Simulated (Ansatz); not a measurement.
# TaCl+ (sextet): wave-function methods side by side, def2-TZVPP

One table from this session's results is given with a row withheld; the runs are named, their logs left out.

Program: Ansatz 0.2.0, Gaussian basis. Level of theory: def2-TZVPP, core rule «outside noble gas», up to 9 orbitals frozen. These are calculated values, not measurements.

The runs, in order: UHF; CCSD(T) on ROHF; CCSD(T) on UHF; CCSDT(Q) on ROHF; CCSDT(Q) on UHF.

12 further runs of the same task are left out: 7 for a known fault of the program, 5 set aside as unsound or not needed. Runs told in other sessions of the task aren't counted.

## The geometry

The geometry is a PBE0/def2-TZVP stationary point (not a proven minimum) of the parent state, kept for this charge and spin. No spin-orbit coupling is included. Elements past krypton take def2 core potentials.

2 atoms, charge 1, spin multiplicity 6.

Atoms are counted from 1 here; the program's logs count them from 0.

Bond lengths: Ta1–Cl2 2.292 Å.

Set-up of the first run:

Contents of in.yaml:

```yaml
crystal:
  periodic: [false, false, false]
  atoms:
    - {symbol: Ta, position_ang: [0.000000, 0.000000, 0.000000]}
    - {symbol: Cl, position_ang: [0.000000, 0.000000, 2.292200]}
basis:
  gaussian: {orbitals: def2-TZVPP}
total_charge: 1
magnetization: {spin_polarized: true, initial_magnetization: 5}
hamiltonian: {xc: hf}
output: {orbitals: {seedname: orbitals}}
```

The run is started by

```sh
ansatz run in.yaml --threads 1 --pin off --events-out ev --progress --plain --max-ram 3968MiB --backend cpu
```

Among the steps run: UHF; CCSD(T) on ROHF; CCSD(T) on UHF; CCSDT(Q) on ROHF; CCSDT(Q) on UHF.

One table of the session follows, with a row left open; its other results are not shown here.

```
   method  from RCCSDT(Q) (meV)
     ROHF               +6819.5
      UHF               +6495.8
     RMP2                     ?
     UMP2                +908.2
    RCCSD                +269.9
    UCCSD                +124.1
 RCCSD(T)                 +37.3
 UCCSD(T)                -102.0
   RCCSDT                  +8.9
   UCCSDT                -130.9
RCCSDT(Q)                     0
UCCSDT(Q)                -139.5
```

Q: Estimate the row for RMP2 from the others.

**Answer.** from RCCSDT(Q) (meV): +1019.3. In the column «from RCCSDT(Q) (meV)» it lies between UMP2 (+908.2) and UHF (+6495.8).

Limits of these values: Restricted and unrestricted rows rest on different reference determinants; a gap between their highest levels can come from leftover correlation error, from unlike frozen cores or from another state.
